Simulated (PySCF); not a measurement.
# AsF₃: singlet, from a trigonal planar start

Aim: relax AsF₃ as a singlet from a trigonal planar start, check by its vibrations whether the end is a minimum, and collect its spectrum and constants.

Method: PBE0, basis As def2-TZVP, F def2-TZVP, no relativity, density fitting; program: PySCF 2.14.0.

## 1. The starting structure

4 atoms, charge 0, spin multiplicity 1.

Bond lengths: As1–F2 1.850 Å, As1–F3 1.850 Å, As1–F4 1.850 Å. Angles: F2–As1–F3 120.0°, F2–As1–F4 120.0°, F3–As1–F4 120.0°.

Z-matrix (Å, degrees; charge 0 multiplicity 1):
```
As
F  1 1.8500
F  1 1.8500 2 120.00
F  1 1.8500 2 120.00 3 180.00
```

## 2. Finding the electronic state

One driver script runs all steps and calls PySCF; scf.py shows how it sets up the SCF of each step. The optimiser is the driver's own. After this first run the driver tries any further starts and a stability analysis.

Input file scf.py:

```python
from pyscf import gto, scf, dft
mol = gto.M(atom='''
As     0.000000     0.000000     0.000000
F      1.850000     0.000000     0.000000
F     -0.925000     1.602100     0.000000
F     -0.925000    -1.602100     0.000000''',
    basis={'As': 'def2-TZVP', 'F': 'def2-TZVP'},
    charge=0, spin=0)
mf = dft.RKS(mol, xc='PBE0')
mf.grids.atom_grid = (50, 194)
aux = {'As': 'def2-universal-JKFIT', 'F': 'def2-universal-JKFIT'}
mf = mf.density_fit(auxbasis=aux)
mf.conv_tol = 1e-08
mf.diis_space = 10
mf.max_cycle = 60
mf.init_guess = 'minao'
mf.verbose = 4
mf.kernel()
```

The run is started by

```bash
> OMP_NUM_THREADS=4 python axn.py task.json out
```

Further steps of the session: Trigonal planar start, singlet: relaxation; Is it a minimum? Harmonic modes; Leaving the saddle point; Hessian and properties.

Q: Predict the outcome of this session. Wanted: minimum; geometry; wavenumbers; dipole moment; highest occupied, lowest empty level; polar-tensor charge of As1; zero-point energy; atomisation energy.

The runs gave:

```
                                 quantity                                 value
                                  minimum                          singlet, C3v
                                 geometry  As–F 1.715 Å (×3); F–As–F 95.9° (×3)
                       wavenumbers (cm⁻¹)  259 (e), 334 (a1), 705 (e), 745 (a1)
                            dipole moment                                2.45 D
     highest occupied, lowest empty level                       -9.87, -0.94 eV
               polar-tensor charge of As1                               +1.83 e
                        zero-point energy                           18.0 kJ/mol
                      entropy at 298.15 K                       289.0 J/(mol K)
atomisation energy (no zero-point energy)                           1323 kJ/mol
```

In words: The trigonal planar start (D3h) ends in a minimum of C3v symmetry, after a stop at a higher-order saddle point 279.1 kJ/mol higher, from which it was pushed off along an imaginary mode. In the infrared the band at 705 cm⁻¹ (e, stretch) leads. Other starts or spin states, not run here, may lie lower.
